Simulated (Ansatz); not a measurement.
# GeH₄ (SMILES [GeH4]): a rigid scan of the bond length Ge1–H4

How does the energy rise as the bond length Ge1–H4 leaves its equilibrium value, and do density functionals follow CCSD(T)? No other atom is relaxed.

Program: Ansatz 0.2.0, Gaussian basis. Level of theory: single points in def2-TZVPP. These are calculated values, not measurements.

Levels: PBE-D4, r2SCAN-D4, PBE0-D4, B3LYP-D4, wB97M-V, Hartree-Fock, MP2, CCSD, CCSD(T). The scan takes 1.258, 1.323, 1.417, 1.528, 1.650, 1.783, 1.923, 2.070, 2.224 Å.

Cores are frozen in the correlated methods. Filled d shells of the heavier atoms are correlated. B3LYP uses VWN-RPA correlation.

19 further runs of the same task are left out: 19 set aside as unsound or not needed.

**1. The starting structure**

The minimum, relaxed at PBE0-D4: SMILES `[GeH4]`, 5 atoms, charge 0, spin multiplicity 1.

Atoms are counted from 1 here; the program's logs count them from 0.

Bond lengths: Ge1–H2 1.534 Å, Ge1–H3 1.534 Å, Ge1–H4 1.534 Å, Ge1–H5 1.534 Å. Angles: H2–Ge1–H3 109.5°, H2–Ge1–H4 109.5°, H2–Ge1–H5 109.5°, H3–Ge1–H4 109.5°, H3–Ge1–H5 109.5°, H4–Ge1–H5 109.5°.

Coordinates:

```
Ge    0.0001    0.0001    0.0000
H     1.1481   -0.7563    0.6806
H    -1.2388   -0.0300    0.9042
H    -0.3292   -0.6691   -1.3406
H     0.4198    1.4554   -0.2441
```

Energies of the minimum (eV), from earlier single points: PBE-D4 -56574.10681, r2SCAN-D4 -56582.67557, PBE0-D4 -56575.75418, B3LYP-D4 -56584.59117, wB97M-V -56579.31623, CCSD(T) -56544.89219.

At the minimum the bond length Ge1–H4 is 1.534 Å.

**2. Ge1–H4 = 1.258 Å**

Input file ccsdt-tzvpp/in.yaml:

```yaml
crystal:
  periodic: [false, false, false]
  atoms:
    - {symbol: Ge, position_ang: [0.000062, 0.000070, -0.000034]}
    - {symbol: H, position_ang: [1.148134, -0.756324, 0.680597]}
    - {symbol: H, position_ang: [-1.238820, -0.029976, 0.904175]}
    - {symbol: H, position_ang: [-0.269928, -0.548697, -1.099363]}
    - {symbol: H, position_ang: [0.419817, 1.455363, -0.244116]}
basis:
  gaussian: {orbitals: def2-TZVPP}
correlation: {method: ccsd_t}
```

No record of the launch command was kept for these runs.

Further steps of the session: Ge1–H4 = 1.323 Å; Ge1–H4 = 1.417 Å; Ge1–H4 = 1.528 Å; Ge1–H4 = 1.650 Å; Ge1–H4 = 1.783 Å; Ge1–H4 = 1.923 Å; Ge1–H4 = 2.070 Å; Ge1–H4 = 2.224 Å.

Q: Predict the outcome of this session. Wanted: highest point, CCSD(T); lowest point, CCSD(T); minimum along the scan, CCSD(T); RMS deviation from CCSD(T); largest T1 diagnostic.

As calculated:

| quantity | value |
| --- | --- |
| highest point, CCSD(T) | 1738 meV at 2.224 Å |
| lowest point, CCSD(T) | 0 meV at 1.528 Å |
| minimum along the scan, CCSD(T) | 1.527 Å |
| curvature there | 17.2 eV/Å² |
| RMS deviation from CCSD(T) | PBE-D4 87, r2SCAN-D4 6, PBE0-D4 20, B3LYP-D4 40, wB97M-V 30, Hartree-Fock 74, MP2 86, CCSD 14 meV |
| largest T1 diagnostic | 0.015 |

**Reading.** A polynomial through the near points puts the CCSD(T) minimum 0.007 Å below the PBE0-D4 value. The third derivative is negative, the usual anharmonicity of a bond. Curvature against CCSD(T): PBE-D4 -8 %, Hartree-Fock +5 %. r2SCAN-D4 follows the CCSD(T) curve best and PBE-D4 worst. The restricted Hartree–Fock reference is unstable towards an unrestricted one at one or more of these structures.
